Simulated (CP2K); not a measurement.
NbCu:

```xyz
2
Lattice="3.6235 0.0000 0.0000 1.8118 3.1381 0.0000 1.8118 1.0460 2.9586" Properties=species:S:1:pos:R:3 pbc="T T T"
Nb    0.0000    0.0000    0.0000
Cu    3.6235    2.0920    1.4793
```

The cell was built by a generator and needn't be a form met in nature.

Base run:

| Quantity | Value |
| --- | --- |
| Program | CP2K 2026.2 |
| Functional | PBE |
| Potentials or basis | POTENTIAL_UZH Nb GTH-PBE-q13, Cu GTH-PBE-q11; TZVP-MOLOPT-PBE-GTH basis |
| Density cutoff | 6123 eV |
| k mesh | 9 × 9 × 9 |
| Occupations | fermi-dirac, width 0.05 eV |
| Spin | no spin polarisation |

Its results: band gap on the k mesh none (metal or under the smearing width); pressure 1.3 GPa.

Problem. The run is repeated on the same cell with these changes: functional from PBE to PBEsol; ngrids from 4 to 5. What comes out?

Solution. Band gap on the k mesh none (metal or under the smearing width); pressure -4.3 GPa.

Caveats: the basis of atomic orbitals isn't converged, which shifts pressures, moduli and gaps; the potentials were made for another functional, which shifts forces and pressure (some runs).

Not every run made on this cell is shown here.
